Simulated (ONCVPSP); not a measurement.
# Co: generating and testing an ONCV potential

Aim: build the potential from the settings below, then test how well it stands in for the atom: other configurations, scattering, ghost states and the plane-wave cutoff that it needs.

The numbers are computed with ONCVPSP 4.0.1 (PBE, scalar-relativistic, spin-unpolarised reference atom).

### Step 1. The atom and the settings

The settings as typed:

- element: cobalt (Co, Z = 27)
- type: optimised norm-conserving Vanderbilt (ONCV)
- frozen core: [Ne]
- valence charge: 17
- reference configuration: 3s2 3p6 3d7 4s2
- partial waves: 3s+4s: rc 1.55 bohr, ncon 3, nbas 7, qcut 7 1/bohr, 2 projectors; 3p: rc 0.85 bohr, ncon 4, nbas 7, qcut 11.6 1/bohr, 1 projector; 3d: rc 1.65 bohr, ncon 4, nbas 8, qcut 8 1/bohr, 2 projectors, debl 0.9 Ha
- local potential: polynomial inside 0.55 bohr (lpopt 5, dvloc0 0 Ha)
- core correction: Teter function fitted to the true core (icmod 2), fcfact 0.5

The nodes and maxima of the atom's own shells, from an earlier all-electron run, set the scale for the radii.

All-electron outer shells of the reference configuration (PBE, scalar-relativistic, ld1.x):

```
shell  level (eV)  outermost node (bohr)  outermost maximum (bohr)
   2p     -769.94                      –                      0.17
   3s     -102.40                   0.31                      0.66
   3p      -65.64                   0.28                      0.68
   3d       -8.20                      –                      0.66
   4s       -5.47                   0.96                      2.32
   4p       -1.28                   1.05                      3.25
```

### Step 2. The generation run

Contents of Co.dat:

```
# ATOM AND REFERENCE CONFIGURATION
# atsym  z   nc   nv     iexc    psfile
  Co 27.00    3    4        4      upf
#
#   n    l    f
    1    0    2.00
    2    0    2.00
    2    1    6.00
    3    0    2.00
    3    1    6.00
    3    2    7.00
    4    0    2.00
#
# PSEUDOPOTENTIAL AND OPTIMIZATION
# lmax
    2
#
#   l,   rc,      ep,       ncon, nbas, qcut
    0    1.55    0.00    3    7    7.00
    1    0.85    0.00    4    7   11.60
    2    1.65    0.00    4    8    8.00
#
# LOCAL POTENTIAL
# lloc, lpopt,  rc(5),   dvloc0
    4    5    0.55    0.00
#
# VANDERBILT-KLEINMAN-BYLANDER PROJECTORs
# l, nproj, debl
    0    2    1.70
    1    1    0.30
    2    2    0.90
#
# MODEL CORE CHARGE
# icmod, fcfact, rcfact
    2    0.50    1.10
#
# LOG DERIVATIVE ANALYSIS
# epsh1, epsh2, depsh
   -5.00    5.00    0.04
#
# OUTPUT GRID
# rlmax, drl
    6.00    0.01
#
# TEST CONFIGURATIONS
# ncnf
    4
# nvcnf
#   n    l    f
    4
    3    0    2.00
    3    1    6.00
    3    2    7.00
    4    0    1.00
#
    4
    3    0    2.00
    3    1    6.00
    3    2    7.00
    4    0    0.00
#
    4
    3    0    2.00
    3    1    6.00
    3    2    6.00
    4    0    0.00
#
    4
    3    0    2.00
    3    1    6.00
    3    2    8.00
    4    0    0.00
#
```

Run with:

```sh
oncvpsp.x < Co.dat > Co.out
```

Q: Predict the outcome of this session. Wanted: cutoffs for 1 and 0.1 mHa per electron, occupied waves; bound ghosts; GHOST(+) flags; largest test error; largest phase difference near zero energy, channels read; rms error of d²Exc/dn², without and with the model core.

As calculated:

```
                                                quantity                          value
  cutoffs for 1 and 0.1 mHa per electron, occupied waves               55 Ha and 119 Ha
                                            bound ghosts                     none found
                                          GHOST(+) flags                    s at 115 eV
                            largest test error (AE − PS)  +103 meV, for 3s2 3p6 3d8 4s0
largest phase difference near zero energy, channels read                      0.004 rad
 rms error of d²Exc/dn², without and with the model core              4.60 and 1.73 mHa
```

In words: By total energies transferability is poor: the largest error is 103 meV on 6.5 eV, for 3s2 3p6 3d8 4s0. It counts as hard, with 55 Ha needed at the looser tolerance. At the looser tolerance the 3p wave is the slowest; 3d needs 30 Ha. The program's ghost test flags no bound state. Near zero energy the phases of the channels with partial waves agree within 0.004 rad. The program also flags highly localised states, GHOST(+) (s). These are tests on the free atom; a crystal test is still owed.
